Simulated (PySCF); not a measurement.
# C3H12OSiSn ((Me)3Sn-O-SiH3): the cost of one run

Computed with PySCF 2.14.0 and routines of our own; the level stands in each step. Atoms count from 0.

## 1. The system as given

18 atoms, charge 0, multiplicity 1; geometry from: GFN2-xTB.

## 2. Geometry optimisation at PBE0-D3(BJ)/def2-SVP

The job: settings as JSON, then the geometry in Å.

```
{"job": {"xc": "PBE0", "basis": "def2-SVP", "d3": "d3bj", "grid": 1, "maxiter": 30, "shake": 0.03, "kind": "geom"}, "charge": 0, "multiplicity": 1}
Sn     0.607810     0.156990    -0.164590
C      1.600810    -1.571660    -0.864470
C      1.532440     1.455150     1.280260
C     -0.433730     1.345580    -1.751030
O     -0.914380    -0.561240     0.924520
Si    -2.402610    -1.092170     1.128940
H      1.015280    -2.135070    -1.530240
H      2.574610    -1.256500    -1.388990
H      1.860720    -2.155730     0.059360
H      2.371510     2.029830     0.860110
H      0.858550     2.128090     1.802260
H      2.042880     0.822300     2.085910
H     -1.208800     2.156660    -1.311950
H     -1.246270     0.668440    -2.246440
H      0.154220     1.744230    -2.442010
H     -2.608450    -2.216170     0.278710
H     -2.464290    -1.451750     2.536910
H     -3.396630    -0.050040     0.820470
```

The run is started by

```sh
$ OMP_NUM_THREADS=1 python heavy_run.py task.json out
```

The driver reads the jobs from task.json and runs them one after another.

**Question.** How long does this first job take on 1 thread of Arm Neoverse V2, shared host, and how much memory does it need?

About 2.6 min, with a peak of 0.64 GiB.
